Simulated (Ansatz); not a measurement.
# AlFH4Si2: up Jacob's ladder to CCSD(T)

One table from this session's results is given with a row withheld; the runs are named, their logs left out.

Program: Ansatz 0.2.0, Gaussian basis. Level of theory: functionals in def2-TZVPP, the program's frozen cores in correlated methods. These are calculated values, not measurements.

The runs, in order: LDA (SPW92), PBE-D4, revPBE-D4, BLYP-D4, r2SCAN-D4, B97M-V, PBE0-D4, B3LYP-D4, r2SCANh-D4, r2SCAN0-D4, HSE06-D4, BHLYP-D4, CAM-B3LYP-D4, LC-ωPBE, ωB97X-V, ωB97M-V, B2PLYP, PBE-QIDH; CCSD(T)/def2-SVP; CCSD(T)/def2-TZVPP; MP2/def2-QZVPP; extrapolation to the limit; RPA on PBE.

## The relaxed structure

All runs share one geometry, relaxed beforehand with PBE0-D4 in a triple-zeta def2 set.

SMILES `F[SiH]1[AlH][SiH2]1`, 8 atoms, charge 0, spin multiplicity 1.

Atoms are counted from 1 here; the program's logs count them from 0.

Bond lengths: F1–Si2 1.609 Å, Si2–Al3 2.409 Å, Si2–Si4 2.282 Å, Si2–H5 1.485 Å, Al3–Si4 2.347 Å, Al3–H6 1.583 Å, Si4–H7 1.496 Å, Si4–H8 1.585 Å. Angles: F1–Si2–Al3 129.2°, F1–Si2–Si4 127.3°, F1–Si2–H5 105.7°, Al3–Si2–Si4 60.0°, Al3–Si2–H5 116.8°, Si4–Si2–H5 111.9°, Si2–Al3–Si4 57.3°, Si2–Al3–H6 156.9°, Si4–Al3–H6 142.1°, Si2–Si4–Al3 62.7°, Si2–Si4–H7 142.7°, Si2–Si4–H8 89.5°, Al3–Si4–H7 150.4°, Al3–Si4–H8 54.8°, H7–Si4–H8 102.2°.

As a file:

```mol
AlFH4Si2
  3D, bonds by distance, orders not assigned

  8  8  0  0  0  0  0  0  0  0999 V2000
   -1.8938   -1.5263    0.9280 F   0  0
   -0.8630   -0.2904    0.9254 Si  0  0
   -0.2539    1.1796   -0.8833 Al  0  0
    1.2786   -0.2760    0.1366 Si  0  0
   -0.9600    0.3160    2.2774 H   0  0
   -0.4709    2.0529   -2.1853 H   0  0
    2.5333   -1.0883    0.0851 H   0  0
    0.7217   -0.4245   -1.3395 H   0  0
  1  2  8  0
  2  3  8  0
  3  4  8  0
  2  5  8  0
  3  6  8  0
  4  7  8  0
  4  8  8  0
  2  4  8  0
M  END
```

The first run:

The input, in.yaml:

```yaml
crystal:
  periodic: [false, false, false]
  atoms:
    - {symbol: F, position_ang: [-1.893840, -1.526291, 0.928004]}
    - {symbol: Si, position_ang: [-0.863024, -0.290422, 0.925367]}
    - {symbol: Al, position_ang: [-0.253922, 1.179580, -0.883319]}
    - {symbol: Si, position_ang: [1.278615, -0.275952, 0.136572]}
    - {symbol: H, position_ang: [-0.959960, 0.315963, 2.277416]}
    - {symbol: H, position_ang: [-0.470860, 2.052903, -2.185289]}
    - {symbol: H, position_ang: [2.533344, -1.088331, 0.085067]}
    - {symbol: H, position_ang: [0.721748, -0.424451, -1.339518]}
basis:
  gaussian: {orbitals: def2-TZVPP}
hamiltonian: {xc: lda}
output: {orbitals: {seedname: orbitals}}
```

Started as:

```console
ansatz run in.yaml --threads 2 --pin off --events-out ev --progress --plain --max-ram 4352MiB
```

Steps of the session up to this table: LDA; PBE-D4 (GGA); revPBE-D4 (GGA); BLYP-D4 (GGA); r2SCAN-D4 (meta-GGA); B97M-V (meta-GGA); PBE0-D4 (hybrid); B3LYP-D4 (hybrid); r2SCANh-D4 (hybrid); r2SCAN0-D4 (hybrid); HSE06-D4 (hybrid); BHLYP-D4 (hybrid); CAM-B3LYP-D4 (range-separated); LC-ωPBE (range-separated); ωB97X-V (range-separated); ωB97M-V (range-separated); B2PLYP (double hybrid); PBE-QIDH (double hybrid).

One table of the session follows, with a row left open; its other results are not shown here.

It belongs to the step «Orbital energies across the functionals». 

| functional | HOMO (eV) | LUMO (eV) | gap (eV) |
| --- | --- | --- | --- |
| LDA (SPW92) | -6.04 | -2.61 | 3.43 |
| PBE-D4 | -5.92 | -2.40 | 3.52 |
| revPBE-D4 | -5.87 | -2.32 | 3.55 |
| BLYP-D4 | -5.72 | -2.22 | 3.50 |
| r2SCAN-D4 | -6.11 | -2.20 | 3.91 |
| B97M-V | -6.16 | -2.24 | 3.92 |
| PBE0-D4 | ? | ? | ? |
| B3LYP-D4 | -6.60 | -1.81 | 4.79 |
| r2SCANh-D4 | -6.44 | -1.94 | 4.50 |
| r2SCAN0-D4 | -6.94 | -1.56 | 5.38 |
| HSE06-D4 | -6.43 | -2.04 | 4.39 |
| BHLYP-D4 | -7.54 | -0.82 | 6.72 |
| CAM-B3LYP-D4 | -7.92 | -0.67 | 7.25 |
| LC-ωPBE | -9.15 | 0.28 | 9.43 |
| ωB97X-V | -8.87 | 0.23 | 9.10 |
| ωB97M-V | -8.69 | 0.01 | 8.70 |

Q: Estimate the row for PBE0-D4 from the others.

**Answer.** HOMO (eV): -6.82; LUMO (eV): -1.68; gap (eV): 5.14. In the column «HOMO (eV)» it lies between r2SCAN0-D4 (-6.94) and B3LYP-D4 (-6.60).
